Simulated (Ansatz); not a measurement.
# Ba3Hg: the cost of one run

Computed with Ansatz 0.2.0 (DFT PBE, scalar-relativistic, plane waves, PAW, unless a step's input says otherwise).

1 further run of the same task is left out (it didn't finish).

## Step 1: The structure to begin with

The structure is tetragonal, space group I4/mmm (No. 139). Conventional cell: a = 4.988 Å, b = 4.988 Å, c = 11.143 Å, α = 90.00°, β = 90.00°, γ = 90.00°. Ba (site symmetry 4/mmm) is surrounded by 4 Hg at 3.53 Å and 8 Ba at 3.74 Å. Ba (site symmetry -4m2) is surrounded by 8 Ba at 3.53 to 3.74 Å and 4 Hg at 3.74 Å. Hg (site symmetry 4/mmm) is surrounded by 12 Ba at 3.53 to 3.74 Å.

As a file:

```xyz
4
Lattice="-2.4942 2.4942 5.5714 2.4942 -2.4942 5.5714 2.4942 2.4942 -5.5714" Properties=species:S:1:pos:R:3 pbc="T T T"
Ba    0.0000    0.0000    5.5714
Ba    2.4942    0.0000    2.7857
Ba    0.0000    2.4942    2.7857
Hg    0.0000    0.0000    0.0000
```

This is candidate A: TiAl3 (D0_22) type (I4/mmm, No. 139).

(A quick probe on a coarse mesh, which set the mesh and smearing, is not shown.)

## Step 3: Rough relaxation on the coarse mesh (candidate A)

File input.yaml:

```yaml
crystal:
  lattice:
    - [-2.4941777769, 2.4941777769, 5.5714100989]
    - [2.4941777769, -2.4941777769, 5.5714100989]
    - [2.4941777769, 2.4941777769, -5.5714100989]
  atoms:
    - { symbol: Ba, position: [0.5, 0.5, 0.0] }
    - { symbol: Ba, position: [0.25, 0.75, 0.5] }
    - { symbol: Ba, position: [0.75, 0.25, 0.5] }
    - { symbol: Hg, position: [0.0, 0.0, 0.0] }
basis:
  ecutwfc: 420
kpoints:
  mp_grid: { grid: [6, 6, 6] }
hamiltonian:
  xc: pbe
scf:
  occupations: { method: gaussian, width: 0.1 }
  lower_state_search: "off"
output:
  forces: true
  stress: true
  eigenvalues: true
relax:
  adjacent_minimum: "off"
  f_tol: 0.04
  max_steps: 70
  cell: { stress_tol: 0.4 }
```

Command:

```
$ ansatz run input.yaml --threads 1 --pin off --max-ram 2560MiB --backend cpu --events-out ev --progress --plain --runs-dir out
```

Q: Estimate wall time and peak memory on 1 thread of Arm Neoverse V1, shared host.

About 57 s, with a peak of 0.51 GiB.
